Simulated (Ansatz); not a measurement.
# CH5NSSi: one species, many methods

One table from this session's results is given with a row withheld; the runs are named, their logs left out.

Computed with Ansatz 0.2.0, Gaussian basis. Level: functionals in def2-TZVPP, the program's frozen cores in correlated methods.

Plan: LDA (SPW92), PBE-D4, revPBE-D4, BLYP-D4, r2SCAN-D4, B97M-V, PBE0-D4, B3LYP-D4, r2SCANh-D4, r2SCAN0-D4, HSE06-D4, BHLYP-D4, CAM-B3LYP-D4, LC-ωPBE, ωB97X-V, ωB97M-V, B2PLYP, PBE-QIDH; CCSD(T)/def2-SVP; CCSD(T)/def2-TZVPP; MP2/def2-QZVPP; extrapolation to the limit; RPA on PBE.

### Structure used throughout

An earlier PBE0-D4 in a triple-zeta def2 set relaxation fixed the geometry.

SMILES `CS[Si]N`, 9 atoms, charge 0, spin multiplicity 1.

Atoms are counted from 1 here; the program's logs count them from 0.

Bond lengths: C1–S2 1.813 Å, C1–H5 1.089 Å, C1–H6 1.092 Å, C1–H7 1.089 Å, S2–Si3 2.141 Å, Si3–N4 1.710 Å, N4–H8 1.009 Å, N4–H9 1.007 Å. Angles: S2–C1–H5 109.2°, S2–C1–H6 110.5°, S2–C1–H7 109.3°, H5–C1–H6 109.2°, H5–C1–H7 109.4°, H6–C1–H7 109.2°, C1–S2–Si3 100.1°, S2–Si3–N4 98.2°, Si3–N4–H8 127.5°, Si3–N4–H9 120.2°, H8–N4–H9 112.2°.

The first run:

in.yaml reads:

```yaml
crystal:
  periodic: [false, false, false]
  atoms:
    - {symbol: C, position_ang: [-0.473359, 0.416513, -1.868590]}
    - {symbol: S, position_ang: [0.689560, 0.399906, -0.477260]}
    - {symbol: Si, position_ang: [-0.528341, -0.529790, 1.017601]}
    - {symbol: N, position_ang: [0.607038, -0.523735, 2.295757]}
    - {symbol: H, position_ang: [-0.632388, 1.444765, -2.190595]}
    - {symbol: H, position_ang: [-1.429775, -0.019221, -1.573524]}
    - {symbol: H, position_ang: [-0.055875, -0.160415, -2.692695]}
    - {symbol: H, position_ang: [1.551735, -0.170556, 2.276941]}
    - {symbol: H, position_ang: [0.359907, -0.903767, 3.195264]}
basis:
  gaussian: {orbitals: def2-TZVPP}
hamiltonian: {xc: lda}
output: {orbitals: {seedname: orbitals}}
```

The run is started by

```sh
$ ansatz run in.yaml --threads 4 --pin off --events-out ev --progress --plain --max-ram 10444MiB
```

Among the steps run: LDA; PBE-D4 (GGA); revPBE-D4 (GGA); BLYP-D4 (GGA); r2SCAN-D4 (meta-GGA); B97M-V (meta-GGA); PBE0-D4 (hybrid); B3LYP-D4 (hybrid); r2SCANh-D4 (hybrid); r2SCAN0-D4 (hybrid); HSE06-D4 (hybrid); BHLYP-D4 (hybrid); CAM-B3LYP-D4 (range-separated); LC-ωPBE (range-separated); ωB97X-V (range-separated); ωB97M-V (range-separated); B2PLYP (double hybrid); PBE-QIDH (double hybrid).

One table of the session follows, with a row left open; its other results are not shown here.

It belongs to the step «Orbital energies across the functionals». 

| functional | HOMO (eV) | gap (eV) |
| --- | --- | --- |
| LDA (SPW92) | ? | ? |
| PBE-D4 | -5.42 | 3.55 |
| revPBE-D4 | -5.37 | 3.57 |
| BLYP-D4 | -5.28 | 3.57 |
| r2SCAN-D4 | -5.61 | 3.83 |
| B97M-V | -5.68 | 3.95 |
| PBE0-D4 | -6.46 | 5.36 |
| B3LYP-D4 | -6.28 | 5.01 |
| r2SCANh-D4 | -6.00 | 4.51 |
| r2SCAN0-D4 | -6.58 | 5.53 |
| HSE06-D4 | -6.07 | 4.59 |
| BHLYP-D4 | -7.40 | 7.18 |
| CAM-B3LYP-D4 | -7.72 | 7.68 |
| LC-ωPBE | -9.00 | 9.97 |
| ωB97X-V | -8.68 | 9.60 |
| ωB97M-V | -8.51 | 9.33 |

Estimate the missing values for LDA (SPW92).

As computed: HOMO (eV): -5.52; gap (eV): 3.49. In the column «HOMO (eV)» it lies between r2SCAN-D4 (-5.61) and PBE-D4 (-5.42).
